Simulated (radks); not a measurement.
**Sn²⁺ in [Kr] 4d10 5s2: an all-electron calculation**

An exercise on one series of results from a longer session: the logs are not shown, and one member is left open.

The numbers are computed with radks (a radial shooting solver on a logarithmic mesh, Libxc functionals) version 1 (scalar-relativistic Kohn-Sham, AM05, spin-unpolarised, spherical densities, finite nucleus), except any that are marked as measured or tabulated.

### Starting point

```
element            : tin (Z = 50)
charge             : +2
electrons          : 48
configuration      : [Kr] 4d10 5s2
nuclear rms radius : 4.6519 fm
```

The outer shells:

Sn²⁺
```
[Kr] core
4d [↑↓][↑↓][↑↓][↑↓][↑↓]
5s [↑↓]
```

The first run:

Settings of this run:

```text
Z 50
configuration [Kr] 4d10 5s2 5p0 6s0 4f0 5d0
relativity scalar-relativistic
functional am05,am05
spin unpolarised
nucleus finite rms 4.6519 fm
c 137.035999084
```

One table of the session follows, with a row left open; its other results are not shown here.

It belongs to the step «Radial structure». From the orbitals of this run (lengths in bohr):

| level | <r> | outermost maximum (interpolated) | 90 % within | nodes |
| --- | --- | --- | --- | --- |
| 1s | 0.02908 | 0.0188 | 0.0522 | 0 |
| 2s | 0.1256 | 0.106 | 0.194 | 1 |
| 2p | 0.1096 | 0.0850 | 0.178 | 0 |
| 3s | 0.3398 | 0.308 | 0.500 | 2 |
| 3p | ? | ? | ? | ? |
| 3d | 0.3147 | 0.251 | 0.496 | 0 |
| 4s | 0.8186 | 0.745 | 1.19 | 3 |
| 4p | 0.8857 | 0.788 | 1.30 | 2 |
| 4d | 1.092 | 0.887 | 1.70 | 1 |
| 5s | 2.207 | 1.94 | 3.21 | 4 |
| 5p | 2.659 | 2.30 | 3.90 | 3 |

Q: Estimate the row for 3p from the others.

The run gave: <r>: 0.3380; outermost maximum (interpolated): 0.301; 90 % within: 0.508; nodes: 1. In the column «<r>» it lies between 3d (0.3147) and 3s (0.3398).
